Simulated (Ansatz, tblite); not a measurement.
**C₁₈H₁₉NOS: a ladder of methods and basis sets**

Aim: run the singlet of C₁₈H₁₉NOS at one geometry on many levels, and compare frontier levels, spin and run time.

Method: as each input shows; program: Ansatz 0.2.0, Gaussian basis.

Levels to be run: GFN1-xTB, GFN2-xTB, PBE-D4/def2-TZVP, r2SCAN-D4/def2-TZVP, PBE-QIDH/def2-TZVP, LDA/def2-TZVP, CAM-B3LYP-D4/def2-TZVP, PBE+5HF/def2-SVP, PBE+10HF/def2-SVP, PBE+15HF/def2-SVP, PBE+35HF/def2-SVP, PBE+50HF/def2-SVP, PBE-D4/def2-SVP, PBE0-D4/def2-SVP, HF/6-31G, B3LYP-D4/6-31G, MP2/def2-SVP, RPA/def2-SVP.

## (1) The geometry

The geometry is that of the singlet, from an earlier relaxation (PBE-D4/def2-SVP).

SMILES `CC(=O)SCCCCn1c2ccccc2c2ccccc21`, 40 atoms, charge 0, spin multiplicity 1.

Bond lengths: C1–C2 1.514 Å, C1–H22 1.105 Å, C1–H23 1.109 Å, C1–H24 1.109 Å, C2–O3 1.217 Å, C2–S4 1.808 Å, S4–C5 1.827 Å, C5–C6 1.528 Å, C5–H25 1.109 Å, C5–H26 1.109 Å, C6–C7 1.531 Å, C6–H27 1.112 Å, C6–H28 1.111 Å, C7–C8 1.534 Å, C7–H29 1.112 Å, C7–H30 1.112 Å, C8–N9 1.447 Å, C8–H31 1.111 Å and more. Angles: C2–C1–H22 109.1°, C2–C1–H23 110.3°, C2–C1–H24 110.4°, H22–C1–H23 109.8°, H22–C1–H24 110.0°, H23–C1–H24 107.2°, C1–C2–O3 124.5°, C1–C2–S4 112.7°, O3–C2–S4 122.7°, C2–S4–C5 98.9°, S4–C5–C6 113.5°, S4–C5–H25 106.6°, S4–C5–H26 105.4°, C6–C5–H25 110.8°, C6–C5–H26 111.8°, H25–C5–H26 108.3°, C5–C6–C7 112.3°, C5–C6–H27 109.5° and more.

PBE0-D4/def2-TZVP was run before; its log isn't repeated, and its numbers join the tables.

## (2) GFN1-xTB

Tight binding, by tblite at 300 K electronic temperature and without a spin-polarisation term:

```python
tblite.interface.Calculator('GFN1-xTB', numbers, positions, charge=0, uhf=0).singlepoint()
```

Energy -1630.1122 eV, HOMO -10.60 eV, LUMO -7.80 eV; 0.065 s.

## (3) GFN2-xTB

Tight binding, by tblite at 300 K electronic temperature and without a spin-polarisation term:

```python
tblite.interface.Calculator('GFN2-xTB', numbers, positions, charge=0, uhf=0).singlepoint()
```

Energy -1591.7330 eV, HOMO -9.75 eV, LUMO -7.28 eV; 0.051 s.

## (4) PBE-D4/def2-TZVP

start.molden holds the orbitals of an earlier run on this state, given as this run's starting guess.

Input file in.yaml:

```yaml
crystal:
  periodic: [false, false, false]
  atoms:
    - {symbol: C, position_ang: [6.944549, -1.189880, 0.310734]}
    - {symbol: C, position_ang: [5.504880, -1.086311, -0.146261]}
    - {symbol: O, position_ang: [4.664887, -1.951303, 0.018821]}
    - {symbol: S, position_ang: [5.147895, 0.476533, -0.981702]}
    - {symbol: C, position_ang: [3.370577, 0.218139, -1.317125]}
    - {symbol: C, position_ang: [2.475738, 0.497445, -0.110445]}
    - {symbol: C, position_ang: [0.991675, 0.296686, -0.428891]}
    - {symbol: C, position_ang: [0.102540, 0.526231, 0.800487]}
    - {symbol: N, position_ang: [-1.310825, 0.360652, 0.537085]}
    - {symbol: C, position_ang: [-2.010195, -0.840402, 0.601723]}
    - {symbol: C, position_ang: [-1.553363, -2.119352, 0.963996]}
    - {symbol: C, position_ang: [-2.483188, -3.168298, 0.958242]}
    - {symbol: C, position_ang: [-3.832995, -2.955777, 0.597599]}
    - {symbol: C, position_ang: [-4.282385, -1.681079, 0.230377]}
    - {symbol: C, position_ang: [-3.371517, -0.609236, 0.226423]}
    - {symbol: C, position_ang: [-3.477012, 0.800072, -0.093701]}
    - {symbol: C, position_ang: [-4.530052, 1.628852, -0.520996]}
    - {symbol: C, position_ang: [-4.278219, 2.987336, -0.751288]}
    - {symbol: C, position_ang: [-2.984681, 3.523187, -0.560270]}
    - {symbol: C, position_ang: [-1.916389, 2.721475, -0.134944]}
    - {symbol: C, position_ang: [-2.174753, 1.360220, 0.101941]}
    - {symbol: H, position_ang: [7.105548, -2.178778, 0.777633]}
    - {symbol: H, position_ang: [7.175221, -0.388320, 1.041459]}
    - {symbol: H, position_ang: [7.633427, -1.059793, -0.548174]}
    - {symbol: H, position_ang: [3.260514, -0.833151, -1.653193]}
    - {symbol: H, position_ang: [3.131449, 0.884596, -2.171115]}
    - {symbol: H, position_ang: [2.652633, 1.534295, 0.251092]}
    - {symbol: H, position_ang: [2.775868, -0.183258, 0.714391]}
    - {symbol: H, position_ang: [0.819412, -0.733288, -0.809697]}
    - {symbol: H, position_ang: [0.672561, 0.986891, -1.240361]}
    - {symbol: H, position_ang: [0.262440, 1.548438, 1.203929]}
    - {symbol: H, position_ang: [0.389627, -0.173031, 1.614111]}
    - {symbol: H, position_ang: [-0.503921, -2.300891, 1.238729]}
    - {symbol: H, position_ang: [-2.151147, -4.179880, 1.237789]}
    - {symbol: H, position_ang: [-4.534743, -3.803175, 0.603492]}
    - {symbol: H, position_ang: [-5.333441, -1.517670, -0.053250]}
    - {symbol: H, position_ang: [-5.537744, 1.212428, -0.672678]}
    - {symbol: H, position_ang: [-5.093005, 3.646232, -1.086727]}
    - {symbol: H, position_ang: [-2.808966, 4.592817, -0.751899]}
    - {symbol: H, position_ang: [-0.912898, 3.150380, 0.002662]}
basis:
  gaussian: {orbitals: def2-TZVP, fitting: {mean_field: def2-universal-jkfit}, initial_orbitals: start.molden}
hamiltonian: {xc: pbe, dispersion: d4}
scf: {omitted_lower_state_checks: [starts]}
output: {forces: true, orbitals: {seedname: orbitals}}
```

Launch:

```console
$ ansatz run in.yaml --threads 2 --pin off --events-out ev --progress --plain --max-ram 20480MiB --backend cuda --devices 0, --max-vram 18GiB
```

The runs that follow: r2SCAN-D4/def2-TZVP; PBE-QIDH/def2-TZVP; LDA/def2-TZVP; CAM-B3LYP-D4/def2-TZVP; PBE+5HF/def2-SVP; PBE+10HF/def2-SVP; PBE+15HF/def2-SVP; PBE+35HF/def2-SVP; PBE+50HF/def2-SVP; PBE-D4/def2-SVP; PBE0-D4/def2-SVP; HF/6-31G; B3LYP-D4/6-31G; MP2/def2-SVP; RPA/def2-SVP.

Before running them: what should the planned runs give, taken together? Wanted: gap in def2-TZVP, named functionals, smallest and largest; gap over the share of exact exchange; correlation energy, MP2/def2-SVP; binding an atom, functionals in def2-TZVP; PBE0 total energy, smallest basis above largest.

**Answer**, as computed:

| quantity | value |
| --- | --- |
| gap in def2-TZVP, named functionals, smallest and largest | 3.10 eV (LDA), 6.92 eV (CAM-B3LYP-D4) |
| gap over the share of exact exchange | 3.24 eV at 0, 6.62 eV at 0.5 |
| correlation energy, MP2/def2-SVP | -78.13 eV |
| binding an atom, functionals in def2-TZVP | 4.86 (CAM-B3LYP-D4) to 5.64 eV (LDA) |
| PBE0 total energy, smallest basis above largest | 27.30 eV (def2-SVP, def2-TZVP) |

In words: Orbital gaps of the named functionals in def2-TZVP span 3.10 eV (LDA) to 6.92 eV (CAM-B3LYP-D4); exact exchange widens it. Raising the share of exact exchange from 0 to 0.5 moves the HOMO by -1.89 eV and the LUMO by +1.49 eV.
